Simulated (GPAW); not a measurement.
The system is AgRh.

```
Ag Rh
1.0
     2.77759    0.00000    0.00000
    -1.38879    2.40546    0.00000
     0.00000    0.00000    4.80860
Ag Rh
1 1
Direct
  0.00000 0.00000 0.50000
  0.66667 0.33333 0.00000
```

The cell comes from a database or a generator and needn't be the stable form of this composition.

* Program: GPAW 26.7.0
* Task: relaxation of cell and atoms
* Functional: PBEsol
* Dispersion: D3(BJ)
* Potentials or basis: PAW data sets generated in the run's folder for this functional
* Cutoff: 600 eV
* Basis: pw
* k mesh: 8 × 8 × 4
* Occupations: fermi-dirac, width 0.05 eV
* Spin: no spin polarisation

At the start: pressure -15.2 GPa; volume 16.06 Å³/atom.

**Question.** Where does the relaxation end?

**Answer.** Over 6 steps the energy falls by 77.8 meV/atom and the volume is 14.61 Å³/atom (-9.1 %); space group P-6m2 (No. 187, to 0.05 Å).

The path:
| step | energy change (eV) | largest force (eV/Å) | pressure (GPa) | volume (Å³) |
| --- | --- | --- | --- | --- |
| 1 | 0.0000 | 0.0000 | -15.19 | 32.13 |
| 2 | -0.0848 | 0.0000 | -10.81 | 31.10 |
| 3 | -0.1511 | 0.0000 | 2.51 | 28.91 |
| 4 | -0.1539 | 0.0000 | -0.16 | 29.27 |
| 5 | -0.1545 | 0.0000 | -0.14 | 29.26 |
| 6 | -0.1556 | 0.0000 | 0.04 | 29.21 |

Final structure:
```
Ag Rh
1.0
     2.70637    0.00000    0.00000
    -1.35319    2.34379    0.00000
     0.00000    0.00000    4.60534
Ag Rh
1 1
Direct
  0.00000 0.00000 0.50000
  0.66667 0.33333 0.00000
```

Caveat: later steps reuse the first step's grids; pairwise dispersion overbinds metals, which lowers pressure and volume.
